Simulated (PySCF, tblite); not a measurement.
# C6H8ClNS: geometry, infrared bands and NMR shifts

What infrared bands and NMR shifts should C6H8ClNS (`N#C/C(Cl)=C\CCCS`) show?

The runs use tblite 0.8.0 and PySCF 2.14.0, with density-fitted response routines of our own; the level of theory stands in each step. All values are computed, except where a source is named. Atoms count from 0, in the outputs and in this text.

## (1) The starting structure

17 atoms, charge 0, multiplicity 1; geometry from: force field or distance geometry start.

Bonds of the start (Å): N0–C1 1.15, C1–C2 1.44, C2–Cl3 1.72, C2–C4 1.35, C4–C5 1.51, C5–C6 1.52, C6–C7 1.52, C7–S8 1.82, C4–H9 1.09, C5–H10 1.09, C5–H11 1.10, C6–H12 1.09, C6–H13 1.10, C7–H14 1.10, C7–H15 1.10, S8–H16 1.34.

## (2) Relaxing the molecule with GFN2-xTB

What the job is given:

```
{"job": {"kind": "relax", "xc": "GFN2-xTB", "basis": "xTB"}, "charge": 0, "multiplicity": 1}
N      2.815800     1.217700    -2.191100
C      2.739200     0.581600    -1.235600
C      2.647000    -0.208900    -0.037000
Cl     4.018000    -1.156400     0.372300
C      1.544500    -0.245300     0.749000
C      0.261300     0.521700     0.532200
C     -0.898500    -0.417500     0.220200
C     -2.189000     0.367700     0.037100
S     -3.572300    -0.765000    -0.311600
H      1.558400    -0.879500     1.631600
H      0.360400     1.261200    -0.268200
H      0.049400     1.081800     1.453800
H     -0.675000    -0.993100    -0.673600
H     -1.009300    -1.142200     1.041600
H     -2.106200     1.075600    -0.798400
H     -2.437500     0.935600     0.947500
H     -3.113100    -1.223000    -1.479700
```

Command:

```console
OMP_NUM_THREADS=1 python probes_run.py task.json out
```

This one command runs all jobs of the session in turn.

**Question.** This job is followed by: GFN2-xTB harmonic vibrations, gas phase; GIAO PBE0/pcSseg-1 NMR shielding, non-relativistic, gas phase. Predict these results of the whole session: strongest single infrared mode (GFN2-xTB); zero-point energy (GFN2-xTB); ¹³C shifts against TMS (PBE0/pcSseg-1); ¹H shifts against TMS (PBE0/pcSseg-1, means over atoms taken as alike); ¹⁵N shifts against NH3 (PBE0/pcSseg-1); ³⁵Cl shifts against HCl (PBE0/pcSseg-1); ³³S shifts against CS2 (PBE0/pcSseg-1).

As calculated:

| quantity | value |
| --- | --- |
| strongest single infrared mode (GFN2-xTB) | 2437 cm⁻¹, 126 km/mol |
| zero-point energy (GFN2-xTB) | 77.3 kcal/mol |
| ¹³C shifts against TMS (PBE0/pcSseg-1) | 158.4, 118.4, 114.9, 41.1, 37.4, 31.9 ppm |
| ¹H shifts against TMS (PBE0/pcSseg-1, means over atoms taken as alike) | 6.76, 2.43, 2.41, 1.63, 1.54 ppm |
| ¹⁵N shifts against NH3 (PBE0/pcSseg-1) | 327.1 ppm |
| ³⁵Cl shifts against HCl (PBE0/pcSseg-1) | 270 ppm |
| ³³S shifts against CS2 (PBE0/pcSseg-1) | -74 ppm |

In words: Relaxing lowered the energy by 0.081 eV in 32 steps; the close pair that moved most is C1–C2, from 1.439 to 1.412 Å. All 45 modes are real, so the xTB geometry is a minimum. The strongest single mode, at 2437 cm⁻¹, moves mainly H16. Unscaled tight-binding wavenumbers are off by several per cent, some by more. Its intensities can rank the bands wrongly. H9 (hydrogen on an alkene CH) lies farthest downfield among hydrogen, at 6.76 ppm; olefinic region. At PBE0/pcSseg-1: The largest span, 515 ppm, is at Cl3, where the paramagnetic term is -462 ppm.
